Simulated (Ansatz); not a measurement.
# FH3O2Si: the cost of one run

Method: RHF/def2-SVP, in Ansatz 0.2.0.

## 1. The system as given

Bond lengths: Si1–H2 1.460 Å, Si1–O3 1.680 Å, O3–H4 1.010 Å, Si1–F5 1.589 Å, Si1–O6 1.679 Å, O6–H7 1.010 Å. Angles: H2–Si1–O3 109.4°, H2–Si1–F5 109.5°, H2–Si1–O6 109.5°, O3–Si1–F5 109.5°, O3–Si1–O6 109.5°, F5–Si1–O6 109.5°, Si1–O3–H4 109.5°, Si1–O6–H7 109.5°.

Structure file:

```xyz
7

Si    0.0000    0.0000    0.0000
H     0.0000    0.0000    1.4600
O     1.5842    0.0000   -0.5594
H     1.9006   -0.9521   -0.6761
F    -0.7489    1.2974   -0.5295
O    -0.7913   -1.3709   -0.5594
H    -1.2459   -1.8365    0.2129
```

## 2. Preparing the start

File input.yaml:

```yaml
crystal:
  periodic: [false, false, false]
  atoms:
    - { symbol: Si, position_ang: [0.0, 0.0, 0.0] }
    - { symbol: H, position_ang: [0.0, 0.0, 1.46] }
    - { symbol: O, position_ang: [1.5842, 0.0, -0.5594] }
    - { symbol: H, position_ang: [1.9006, -0.9521, -0.6761] }
    - { symbol: F, position_ang: [-0.7489, 1.2974, -0.5295] }
    - { symbol: O, position_ang: [-0.7913, -1.3709, -0.5594] }
    - { symbol: H, position_ang: [-1.2459, -1.8365, 0.2129] }
basis:
  gaussian: { orbitals: def2-SVP }
hamiltonian:
  xc: hf
relax:
  f_tol: 0.02
  max_steps: 40
output:
  orbitals: {}
```

Command:

```bash
> ansatz run input.yaml --threads 1 --pin off --max-ram 2048MiB --backend cpu --events-out ev --progress --plain --runs-dir out
```

**Question.** How long does this run take on 1 thread of Arm Neoverse V1, shared host, and how much memory does it need?

About 16 s, with a peak of 0.14 GiB.
